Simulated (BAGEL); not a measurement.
**UHF/aug-cc-pVDZ (density fitting with qzvpp-jkfit) run of SiClF2 (SMILES F[Si](F)Cl)**

What is the vertical doublet–quartet gap of SiClF2 at UHF/aug-cc-pVDZ (density fitting with qzvpp-jkfit)? 

The calculation is run with BAGEL 1.2.2.

19 further runs of the same task are left out: 19 set aside as unsound or not needed.

### 1 The molecule

SiClF2 has 4 atoms, charge 0, and is taken as a doublet. SMILES: `F[Si](F)Cl`. The coordinates come from a PBE0-D4/def2-TZVP relaxation.

Bond lengths: F1–Si2 1.585 Å, Si2–F3 1.585 Å, Si2–Cl4 2.036 Å. Angles: F1–Si2–F3 107.0°, F1–Si2–Cl4 108.9°, F3–Si2–Cl4 108.9°.

### 2 A single-point energy at UHF/aug-cc-pVDZ (density fitting with qzvpp-jkfit)

Contents of calc.json:

```json
{ "bagel": [

{
  "title": "molecule",
  "basis": "aug-cc-pvdz.json",
  "df_basis": "qzvpp-jkfit",
  "angstrom": "true",
  "geometry": [
    { "atom": "F", "xyz": [    1.308200,    0.129000,    0.798000 ] },
    { "atom": "Si", "xyz": [    0.221200,   -0.316500,   -0.265700 ] },
    { "atom": "F", "xyz": [   -0.871800,   -1.157400,    0.514900 ] },
    { "atom": "Cl", "xyz": [   -0.657600,    1.344900,   -1.047300 ] }
  ]
},
{
  "title": "uhf",
  "nopen": 1
},
{
  "title": "print",
  "file": "orbitals.molden",
  "orbitals": "true"
}

]}
```

The basis set aug-cc-pVDZ is read from a file made from the Basis Set Exchange's data (not shown).

On the command line:

```bash
$ BAGEL_NUM_THREADS=1 BAGEL calc.json > calc.out
```

The log of the run:

```text
* using 1 threads per process

  ===============================================================
  ===============================================================

  *** Geometry ***

  { "atom" : "F", "xyz" : [      2.472140,      0.243775,      1.508001 ] },
  { "atom" : "Si", "xyz" : [      0.418007,     -0.598098,     -0.502100 ] },
  { "atom" : "F", "xyz" : [     -1.647463,     -2.187169,      0.973020 ] },
  { "atom" : "Cl", "xyz" : [     -1.242684,      2.541493,     -1.979110 ] },

  Number of auxiliary basis functions:      410

  Since a DF basis is specified, we compute 2- and 3-index integrals:
    o Being stored without compression. Storage requirement is 0.033 GB

  Number of basis functions:      100
  Number of electrons      :       49

    * METHOD: MOLECULE                             0.19

  *** Open-shell HF ***

  === Nuclear Repulsion ===
   217.5992999081

      * DIIS with orbital gradients will be used.

  === UHF iteration (aug-cc-pvdz.json) ===
      0       -947.12461063          0.03641445           0.13
      1       -947.33731416          0.02750054           0.13
      2       -947.42123386          0.01571939           0.14
      3       -947.47357809          0.00127656           0.14
      4       -947.47453113          0.00042302           0.14
      5       -947.47466654          0.00011359           0.13
      6       -947.47469115          0.00003517           0.13
      7       -947.47469546          0.00001391           0.14
      8       -947.47469629          0.00000628           0.14
      9       -947.47469648          0.00000259           0.14
     10       -947.47469650          0.00000103           0.14
     11       -947.47469650          0.00000042           0.14
     12       -947.47469650          0.00000017           0.13
     13       -947.47469650          0.00000007           0.14
     14       -947.47469650          0.00000003           0.14
     15       -947.47469650          0.00000002           0.13
     16       -947.47469650          0.00000001           0.14
    * SCF iteration converged.

    * S^2 (UHF) is 0.7533

    * Permanent dipole moment:
           (   -0.167354,     0.183008,     0.459438) a.u.

    * METHOD: UHF                                  2.48

    * METHOD: PRINT                                0.03

  ===============================================================
```

Wall time 2.8 s (1 thread of Arm Neoverse V1, shared host); peak memory 0.12 GiB.

### 3 The quartet

calc.json, as its differences from that of step 2:

```diff
@@ -16,3 +16,3 @@
   "title": "uhf",
-  "nopen": 1
+  "nopen": 3
 },
```

The basis set aug-cc-pVDZ is read from a file made from the Basis Set Exchange's data (not shown).

On the command line:

```bash
$ BAGEL_NUM_THREADS=1 BAGEL calc.json > calc.out
```

The log of the run:

```text
* using 1 threads per process

  ===============================================================
  ===============================================================

  *** Geometry ***

  { "atom" : "F", "xyz" : [      2.472140,      0.243775,      1.508001 ] },
  { "atom" : "Si", "xyz" : [      0.418007,     -0.598098,     -0.502100 ] },
  { "atom" : "F", "xyz" : [     -1.647463,     -2.187169,      0.973020 ] },
  { "atom" : "Cl", "xyz" : [     -1.242684,      2.541493,     -1.979110 ] },

  Number of auxiliary basis functions:      410

  Since a DF basis is specified, we compute 2- and 3-index integrals:
    o Being stored without compression. Storage requirement is 0.033 GB

  Number of basis functions:      100
  Number of electrons      :       49

    * METHOD: MOLECULE                             0.18

  *** Open-shell HF ***

  === Nuclear Repulsion ===
   217.5992999081

      * DIIS with orbital gradients will be used.

  === UHF iteration (aug-cc-pvdz.json) ===
      0       -946.79093209          0.03680437           0.13
      1       -946.96790599          0.03079140           0.13
      2       -947.06495751          0.01817668           0.13
      3       -947.14065156          0.00175324           0.13
      4       -947.14406902          0.00081336           0.13
      5       -947.14585916          0.00073046           0.13
      6       -947.14783696          0.00058849           0.13
      7       -947.15031145          0.00033473           0.13
      8       -947.15101581          0.00018453           0.13
      9       -947.15116569          0.00028133           0.14
     10       -947.15118944          0.00005729           0.14
     11       -947.15120932          0.00003860           0.13
     12       -947.15121652          0.00002174           0.13
     13       -947.15121995          0.00001486           0.13
     14       -947.15122240          0.00001180           0.13
     15       -947.15122361          0.00001007           0.13
     16       -947.15122509          0.00000681           0.13
     17       -947.15122597          0.00000372           0.13
     18       -947.15122615          0.00000178           0.13
     19       -947.15122615          0.00000120           0.13
     20       -947.15122616          0.00000079           0.13
     21       -947.15122616          0.00000067           0.13
     22       -947.15122616          0.00000064           0.13
     23       -947.15122617          0.00000065           0.13
     24       -947.15122616          0.00000065           0.13
     25       -947.15122617          0.00000065           0.13
     26       -947.15122616          0.00000064           0.13
[... 36 lines of this table left out ...]
     63       -947.15122615          0.00000003           0.13
     64       -947.15122615          0.00000003           0.13
     65       -947.15122615          0.00000003           0.13
     66       -947.15122615          0.00000003           0.14
     67       -947.15122615          0.00000003           0.13
     68       -947.15122615          0.00000002           0.13
     69       -947.15122615          0.00000002           0.13
     70       -947.15122615          0.00000002           0.13
     71       -947.15122615          0.00000001           0.13
     72       -947.15122615          0.00000001           0.13
     73       -947.15122615          0.00000001           0.13
     74       -947.15122615          0.00000001           0.13
     75       -947.15122615          0.00000001           0.13
    * SCF iteration converged.

    * S^2 (UHF) is 3.7596

    * Permanent dipole moment:
           (   -0.569037,     0.992808,    -0.120229) a.u.

    * METHOD: UHF                                 10.38

    * METHOD: PRINT                                0.03

  ===============================================================
```

It took 11 s on 1 thread of Arm Neoverse V1, shared host; peak memory 0.12 GiB.

### 4 What came out

Level: UHF/aug-cc-pVDZ (density fitting with qzvpp-jkfit).

| quantity | value |
| --- | --- |
| doublet: total energy | -947.47470 Eh |
| doublet: dipole moment | 1.33 D |
| doublet: ⟨S²⟩ | 0.753 |
| quartet: total energy | -947.15123 Eh |
| quartet: dipole moment | 2.92 D |
| quartet: ⟨S²⟩ | 3.760 |
| vertical energy of the quartet above the doublet | 8.802 eV |

What this shows: At this shape the quartet lies 8.80 eV (849 kJ/mol) above the doublet.
